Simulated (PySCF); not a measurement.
**The bond of ReH, level by level**

One table from this session's results is given with a row withheld; the runs are named, their logs left out.

The runs use PySCF 2.14.0; Re def2-TZVPP with ECP60, H def2-TZVPP, scalar-relativistic core potentials.

The first run:

The job is set up so:

```json
{
 "atoms": "Re, H",
 "charge": "0",
 "basis": "Re def2-TZVPP with ECP60, H def2-TZVPP",
 "Hamiltonian": "scalar-relativistic core potentials",
 "basis functions": "70",
 "electrons treated": "16",
 "masses in u": "186.9558, 1.0078",
 "levels": "PBE0, PBE, r²SCAN, BHandHLYP, TPSSh, M06-L, M06, CAM-B3LYP, HF, MP2, SCS-MP2, CCSD, CCSD(T)",
 "grid": "80 radial by 434 angular points",
 "occupations": "held fixed by the projection of orbital angular momentum",
 "dissociation limit": "Re + H, each in its ground configuration",
 "starting distance in angstrom": "1.570",
 "values of 2S to try": "0, 2, 4, 6, 8"
}
```

On the command line:

```
$ OMP_NUM_THREADS=1 python dia.py task.json out
```

Steps of the session up to this table: Input; The PBE0 curve of the state that the search chose; Other states along the same grid; PBE (GGA); r²SCAN (meta-GGA); BHandHLYP; TPSSh; M06-L; M06 (hybrid meta-GGA); CAM-B3LYP; ROHF (mean field); Adding correlation.

One of the session's tables, all rows but one given; the rest of the session is left out.

Energy (eV) from each level's lowest point:

```
R (Å)   ROHF  ROHF-MP2  ROHF-SCS-MP2  ROHF-CCSD  ROHF-CCSD(T)
1.404  0.664     0.500         0.532        n/a           n/a
1.470  0.315     0.201         0.223      0.273         0.278
1.535  0.109     0.045         0.056      0.087         0.090
1.584      ?         ?             ?          ?             ?
1.633  0.000     0.004         0.000      0.000         0.000
1.682  0.013     0.049         0.037      0.020         0.018
1.747  0.082     0.158         0.136      0.093         0.089
1.829  0.231     0.353         0.320      0.241         0.232
1.927  0.474     0.646         0.600      0.469         0.454
2.058  0.863     1.093         1.030        n/a           n/a
```

Estimate the missing values for R (Å) = 1.584.

Worked estimate for «ROHF». A straight line through the neighbours (1.535, 0.109) and (1.633, 0.000) gives 0.109 + (0.000 − 0.109) × (1.584 − 1.535) / (1.633 − 1.535) = 0.054; a parabola fitted to 4 rows on both sides gives 0.027.

**Answer.** ROHF: 0.029; ROHF-MP2: 0.000; ROHF-SCS-MP2: 0.003; ROHF-CCSD: 0.019; ROHF-CCSD(T): 0.021. In «ROHF» the line misses by +0.025 and the parabola by -0.002.
